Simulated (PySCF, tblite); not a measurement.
**C₆H₉NSi: geometry, infrared bands and NMR shifts**

Aim: predict the infrared bands and NMR shifts of C₆H₉NSi (`C=C/C=C(\C)[SiH2]C#N`).

Computed with tblite 0.8.0 and PySCF 2.14.0, with density-fitted response routines of our own, on a single molecule in the gas phase. Atoms count from 0, in the outputs and in this text.

**1. The starting structure**

17 atoms, charge 0, multiplicity 1; geometry from: force field or distance geometry start.

Bonds of the start (Å): C0–C1 1.32, C1–C2 1.46, C2–C3 1.33, C3–C4 1.52, C3–Si5 1.91, Si5–C6 1.89, C6–N7 1.17, C0–H8 1.09, C0–H9 1.08, C1–H10 1.09, C2–H11 1.09, C4–H12 1.10, C4–H13 1.09, C4–H14 1.10, Si5–H15 1.48, Si5–H16 1.49.

**2. Relaxing the molecule with GFN2-xTB**

What the job is given:

```
{"job": {"kind": "relax", "xc": "GFN2-xTB", "basis": "xTB"}, "charge": 0, "multiplicity": 1}
C     -2.627900     0.430700    -1.706300
C     -1.843600     0.551500    -0.646200
C     -0.603600    -0.209900    -0.489800
C      0.239100    -0.149900     0.543300
C      0.093200     0.677400     1.805900
Si     1.810200    -1.228600     0.544500
C      3.374900    -0.177000     0.647300
N      4.342400     0.472700     0.727800
H     -3.542900     1.016500    -1.774200
H     -2.416300    -0.234900    -2.526900
H     -2.133600     1.236500     0.146500
H     -0.392800    -0.867500    -1.334000
H     -0.849700     1.237900     1.845400
H      0.120500     0.048900     2.693000
H      0.900500     1.423100     1.871400
H      1.803100    -2.058100    -0.676600
H      1.719800    -2.157500     1.705600
```

The run is started by

```
OMP_NUM_THREADS=1 python probes_run.py task.json out
```

This one command runs all jobs of the session in turn.

**Question.** This job is followed by: GFN2-xTB harmonic vibrations, gas phase; GIAO PBE0/pcSseg-1 NMR shielding, non-relativistic, gas phase. What will the session give for the following? strongest single infrared mode (GFN2-xTB); zero-point energy (GFN2-xTB); ¹³C shifts against TMS (PBE0/pcSseg-1); ¹H shifts against TMS (PBE0/pcSseg-1, means over atoms taken as alike); ²⁹Si shifts against TMS (PBE0/pcSseg-1); ¹⁵N shifts against NH3 (PBE0/pcSseg-1); surface potential, 1st and 99th percentile.

**Answer**, as computed:

| quantity | value |
| --- | --- |
| strongest single infrared mode (GFN2-xTB) | 2234 cm⁻¹, 306 km/mol |
| zero-point energy (GFN2-xTB) | 78.9 kcal/mol |
| ¹³C shifts against TMS (PBE0/pcSseg-1) | 151.7, 138.5, 136.8, 130.7, 123.6, 18.7 ppm |
| ¹H shifts against TMS (PBE0/pcSseg-1, means over atoms taken as alike) | 7.15, 6.64, 5.78, 5.73, 4.60, 2.25 ppm |
| ²⁹Si shifts against TMS (PBE0/pcSseg-1) | -65.3 ppm |
| ¹⁵N shifts against NH3 (PBE0/pcSseg-1) | 364.6 ppm |
| surface potential, 1st and 99th percentile | -1.76 V and 1.37 V |

What this shows: Relaxing lowered the energy by 0.145 eV in 57 steps; the close pair that moved most is Si5–H16, from 1.490 to 1.467 Å. All 45 modes are real, so the xTB geometry is a minimum. The strongest single mode, at 2234 cm⁻¹, moves mainly H16. Unscaled tight-binding wavenumbers are off by several per cent, some by more. Its intensities can rank the bands wrongly. At PBE0/pcSseg-1: The largest span, 597 ppm, is at N7, where the paramagnetic term is -435 ppm. At PBE0/pcSseg-1, counted by nearest atom on the grid, the HOMO lies on C0, C3 about 26 % each; C1, C2 about 14 % each, the LUMO on C0, C3 about 21 % each; C2 16 %.
